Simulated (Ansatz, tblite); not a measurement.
# The cluster Zn₇H₂₀Se₇: isomers side by side

One table from this session's results is given with a row withheld; the runs are named, their logs left out.

Computed with Ansatz 0.2.0, Gaussian basis. Level: relaxed with PBE-D4/def2-SVP, singlet.

2 further runs of the same task are left out: 2 set aside as unsound or not needed.

### The starting structure

34 atoms, charge 0, spin multiplicity 1.

Atoms are counted from 1 here; the program's logs count them from 0.

Bond lengths: Se1–H17 1.434 Å, Se1–H18 1.434 Å, Se2–Zn8 2.842 Å, Se2–Zn9 2.496 Å, Se2–Zn12 2.494 Å, Se2–H19 1.441 Å, Se3–Zn9 2.486 Å, Se3–Zn10 2.497 Å, Se3–Zn11 2.831 Å, Se3–H22 1.438 Å, Se4–Zn13 2.879 Å, Se4–H23 1.435 Å, Se4–H24 1.435 Å, Se5–Zn10 2.499 Å, Se5–Zn12 2.489 Å, Se5–Zn14 2.829 Å, Se5–H28 1.439 Å, Se6–Zn13 2.880 Å and more. Angles: H17–Se1–H18 92.2°, Zn8–Se2–Zn9 108.7°, Zn8–Se2–Zn12 108.6°, Zn8–Se2–H19 99.8°, Zn9–Se2–Zn12 128.9°, Zn9–Se2–H19 103.4°, Zn12–Se2–H19 103.4°, Zn9–Se3–Zn10 121.9°, Zn9–Se3–Zn11 120.8°, Zn9–Se3–H22 98.3°, Zn10–Se3–Zn11 109.9°, Zn10–Se3–H22 100.5°, Zn11–Se3–H22 98.8°, Zn13–Se4–H23 115.8°, Zn13–Se4–H24 93.1°, H23–Se4–H24 92.7°, Zn10–Se5–Zn12 121.8°, Zn10–Se5–Zn14 110.0° and more.

Coordinates:

```csv
atom,x (Å),y (Å),z (Å)
Se1,-0.00705,-4.03590,1.13069
Se2,-0.00218,-1.79834,-1.92811
Se3,-1.88789,-0.39673,1.13886
Se4,-1.90009,1.85208,-2.07611
Se5,1.88463,-0.40315,1.14135
Se6,1.90542,1.84571,-2.07560
Se7,0.00596,2.93510,1.17016
Zn8,-0.00292,-4.63463,-1.74723
Zn9,-2.25285,-0.95348,-1.25593
Zn10,-0.00581,-1.38400,2.44911
Zn11,-2.50939,2.17766,2.13942
Zn12,2.24902,-0.96028,-1.25669
Zn13,0.00479,3.74757,-1.04291
Zn14,2.51724,2.16799,2.13865
H15,-1.49632,-5.00821,-1.92041
H16,1.49049,-5.00752,-1.91712
H17,-1.04168,-4.80710,1.75594
H18,1.02447,-4.80797,1.75980
H19,-0.00285,-1.64356,-3.36046
H20,-3.58263,-1.34795,-1.93088
H21,-0.00562,-1.73696,3.94576
H22,-3.00010,-1.12156,1.69280
H23,-2.61798,2.26296,-3.24876
H24,-2.94172,2.30206,-1.19815
H25,-3.50646,2.68646,1.02569
H26,-2.30619,2.05117,3.66827
H27,3.57941,-1.35632,-1.92957
H28,2.99268,-1.13478,1.69516
H29,2.63340,2.25813,-3.24152
H30,2.94119,2.29105,-1.18812
H31,0.00443,4.98950,-1.96538
H32,2.31401,2.04204,3.66594
H33,3.51494,2.67022,1.02652
H34,0.00768,4.25874,1.73884
```

The isomers as started, chosen beforehand: A: Zn7Se7 wurtzite off sphere; B: Zn7Se7 zinc blende off sphere. The structure above is A.

The first run:

in.yaml

```yaml
crystal:
  periodic: [false, false, false]
  atoms:
    - {symbol: Se, position_ang: [-0.007050, -4.035900, 1.130690]}
    - {symbol: Se, position_ang: [-0.002180, -1.798340, -1.928110]}
    - {symbol: Se, position_ang: [-1.887890, -0.396730, 1.138860]}
    - {symbol: Se, position_ang: [-1.900090, 1.852080, -2.076110]}
    - {symbol: Se, position_ang: [1.884630, -0.403150, 1.141350]}
    - {symbol: Se, position_ang: [1.905420, 1.845710, -2.075600]}
    - {symbol: Se, position_ang: [0.005960, 2.935100, 1.170160]}
    - {symbol: Zn, position_ang: [-0.002920, -4.634630, -1.747230]}
    - {symbol: Zn, position_ang: [-2.252850, -0.953480, -1.255930]}
    - {symbol: Zn, position_ang: [-0.005810, -1.384000, 2.449110]}
    - {symbol: Zn, position_ang: [-2.509390, 2.177660, 2.139420]}
    - {symbol: Zn, position_ang: [2.249020, -0.960280, -1.256690]}
    - {symbol: Zn, position_ang: [0.004790, 3.747570, -1.042910]}
    - {symbol: Zn, position_ang: [2.517240, 2.167990, 2.138650]}
    - {symbol: H, position_ang: [-1.496320, -5.008210, -1.920410]}
    - {symbol: H, position_ang: [1.490490, -5.007520, -1.917120]}
    - {symbol: H, position_ang: [-1.041680, -4.807100, 1.755940]}
    - {symbol: H, position_ang: [1.024470, -4.807970, 1.759800]}
    - {symbol: H, position_ang: [-0.002850, -1.643560, -3.360460]}
    - {symbol: H, position_ang: [-3.582630, -1.347950, -1.930880]}
    - {symbol: H, position_ang: [-0.005620, -1.736960, 3.945760]}
    - {symbol: H, position_ang: [-3.000100, -1.121560, 1.692800]}
    - {symbol: H, position_ang: [-2.617980, 2.262960, -3.248760]}
    - {symbol: H, position_ang: [-2.941720, 2.302060, -1.198150]}
    - {symbol: H, position_ang: [-3.506460, 2.686460, 1.025690]}
    - {symbol: H, position_ang: [-2.306190, 2.051170, 3.668270]}
    - {symbol: H, position_ang: [3.579410, -1.356320, -1.929570]}
    - {symbol: H, position_ang: [2.992680, -1.134780, 1.695160]}
    - {symbol: H, position_ang: [2.633400, 2.258130, -3.241520]}
    - {symbol: H, position_ang: [2.941190, 2.291050, -1.188120]}
    - {symbol: H, position_ang: [0.004430, 4.989500, -1.965380]}
    - {symbol: H, position_ang: [2.314010, 2.042040, 3.665940]}
    - {symbol: H, position_ang: [3.514940, 2.670220, 1.026520]}
    - {symbol: H, position_ang: [0.007680, 4.258740, 1.738840]}
basis:
  gaussian: {orbitals: def2-SVP, fitting: {mean_field: def2-universal-jkfit}}
hamiltonian: {xc: pbe, dispersion: d4}
scf: {lower_state_search: "off"}
output: {orbitals: {seedname: orbitals}}
relax: {f_tol: 0.03, max_steps: 70}
```

Command:

```bash
ansatz run in.yaml --threads 4 --pin off --events-out ev --progress --plain --max-ram 66560MiB --backend cuda --devices 0, --max-vram 37GiB
```

Steps of the session up to this table: Relaxing candidate A; Relaxing candidate B; Candidate B, PBE0-D4/def2-TZVP; Candidate B, PBE-D4/def2-TZVP; Candidate B, r2SCAN-D4/def2-TZVP; Candidate B, BHLYP-D4/def2-TZVP; Candidate B, PBE-D4/def2-SVP; Candidate B, PBE0-D4/def2-SVP; Candidate B, HF/STO-3G; Candidate B, MP2/def2-SVP.

One of the session's tables, all rows but one given; the rest of the session is left out.

It belongs to the step «B against A». 

```
              level  B above A (kJ/mol)
           GFN1-xTB              +153.9
           GFN2-xTB              +111.6
          HF/STO-3G              +375.8
        HF/def2-SVP              +241.5
    PBE-D4/def2-SVP              +111.8
   PBE-D4/def2-TZVP                   ?
r2SCAN-D4/def2-TZVP              +152.6
   PBE0-D4/def2-SVP              +127.5
  PBE0-D4/def2-TZVP              +153.1
 BHLYP-D4/def2-TZVP              +182.0
       MP2/def2-SVP              +170.1
```

Q: Estimate the row for PBE-D4/def2-TZVP from the others.

As computed: B above A (kJ/mol): +140.5. In the column «B above A (kJ/mol)» it lies between PBE0-D4/def2-SVP (+127.5) and r2SCAN-D4/def2-TZVP (+152.6).

Caveats from the session: Only singlets are compared; another spin may lie lower and prefer another shape.
